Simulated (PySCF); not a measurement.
# [Bi(H2O)]3+: other functionals and bases at one geometry

How far do other levels of theory move the description of [Bi(H2O)]3+, and what does each cost? The structure is generated, not taken from experiment.

The runs use PySCF 2.14.0; several levels, as the steps say, no spin–orbit coupling.

1 further run of the same task is left out (for a known fault of the program).

## (1) The system as given

4 atoms, charge 3, spin multiplicity 1.

Bond lengths: Bi1–O2 2.184 Å, O2–H3 1.011 Å, O2–H4 1.011 Å. Angles: Bi1–O2–H3 127.2°, Bi1–O2–H4 127.2°, H3–O2–H4 105.7°.

Coordinates:

```
Bi    0.0000    0.0000   -0.1114
O     0.0000    0.0000    2.0728
H     0.8059    0.0000    2.6839
H    -0.8059    0.0000    2.6839
```

Formal oxidation states: Bi +3. An earlier session relaxed this geometry at PBE0, Bi def2-SVP with ECP60, O def2-SVP, H def2-SVP (singlet, point group C2v).

At PBE0 on the finer grid: E = -289.340738 Eh, HOMO -29.39 eV, LUMO -23.99 eV, Mulliken charge on Bi1 +2.51 e, largest force component 0.001 eV/Å. 

Levels to run: TPSSh; wB97X; PBE0, TZVP. Hardware: 2 threads of Intel Xeon Platinum 8488C (Sapphire Rapids), shared host.

## (2) TPSSh

File run.py (the lines that set the calculation):

```python
mol = gto.M(atom='''
Bi     0.00000     0.00000    -0.11145
O      0.00000     0.00000     2.07281
H      0.80591     0.00000     2.68386
H     -0.80591     0.00000     2.68386''',
    basis={'Bi': 'def2-SVP', 'O': 'def2-SVP', 'H': 'def2-SVP'},
    ecp={'Bi': 'def2-SVP'},
    charge=3, spin=0)
mf = dft.RKS(mol, xc='TPSSH')
mf.grids.atom_grid = (75, 302)
mf = mf.density_fit()  # fitting sets: Bi def2-universal-JKFIT, O def2-universal-JKFIT, H def2-universal-JKFIT
mf.conv_tol = 1e-08; mf.max_cycle = 55
mf.kernel(dm0)  # dm0: the density of the relaxed state
```

The run is started by

```
> OMP_NUM_THREADS=2 python run.py
```

## (3) wB97X

Changes to run.py (the lines that set the calculation) since step 2:

```diff
@@ -8,3 +8,3 @@
     charge=3, spin=0)
-mf = dft.RKS(mol, xc='TPSSH')
+mf = dft.RKS(mol, xc='WB97X')
 mf.grids.atom_grid = (75, 302)
```

## (4) PBE0, TZVP

Basis: Bi def2-TZVP with ECP60, O def2-TZVP, H def2-TZVP. 

File run.py (the lines that set the calculation):

```python
mol = gto.M(atom='''
Bi     0.00000     0.00000    -0.11145
O      0.00000     0.00000     2.07281
H      0.80591     0.00000     2.68386
H     -0.80591     0.00000     2.68386''',
    basis={'Bi': 'def2-TZVP', 'O': 'def2-TZVP', 'H': 'def2-TZVP'},
    ecp={'Bi': 'def2-TZVP'},
    charge=3, spin=0)
mf = dft.RKS(mol, xc='PBE0')
mf.grids.atom_grid = (75, 302)
mf = mf.density_fit()  # fitting sets: Bi def2-universal-JKFIT, O def2-universal-JKFIT, H def2-universal-JKFIT
mf.conv_tol = 1e-08; mf.max_cycle = 55
mf.kernel(dm0)  # dm0: free metal ions and neutral atoms
```

Q: Predict the outcome of this session. Wanted: for each run, HOMO; gap; charge on Bi1; dipole; largest force.

The runs gave:

| level | state | HOMO (eV) | gap (eV) | charge on Bi1 (e) | dipole (D) | largest force (eV/Å) | basis functions | time |
| --- | --- | --- | --- | --- | --- | --- | --- | --- |
| PBE0 (relaxed here) | singlet | -29.39 | 5.40 | 2.51 | 5.82 | 0.00 | 50 | 2.1 s |
| TPSSh | singlet | -28.48 | 4.13 | 2.49 | 5.98 | 0.21 | 50 | 1.5 s |
| wB97X | singlet | -31.84 | 10.04 | 2.52 | 5.65 | 0.10 | 50 | 1.3 s |
| PBE0, TZVP | singlet | -29.37 | 5.42 | 2.49 | 5.91 | 0.71 | 93 | 3.4 s |

Times are on 2 threads of Intel Xeon Platinum 8488C (Sapphire Rapids), shared host; the first row also made further properties. The dipole of a charged species depends on the origin, so these sizes hold for this origin alone.

In one basis the HOMO–LUMO gap runs from 4.13 eV (TPSSh) to 10.04 eV (wB97X). The largest leftover force, 0.71 eV/Å with PBE0, TZVP, stands at a geometry relaxed at another level. The Mulliken charge on Bi spans +2.49 to +2.52 e over the levels. Total energies of different levels can't be compared. Spin–orbit coupling is left out throughout.
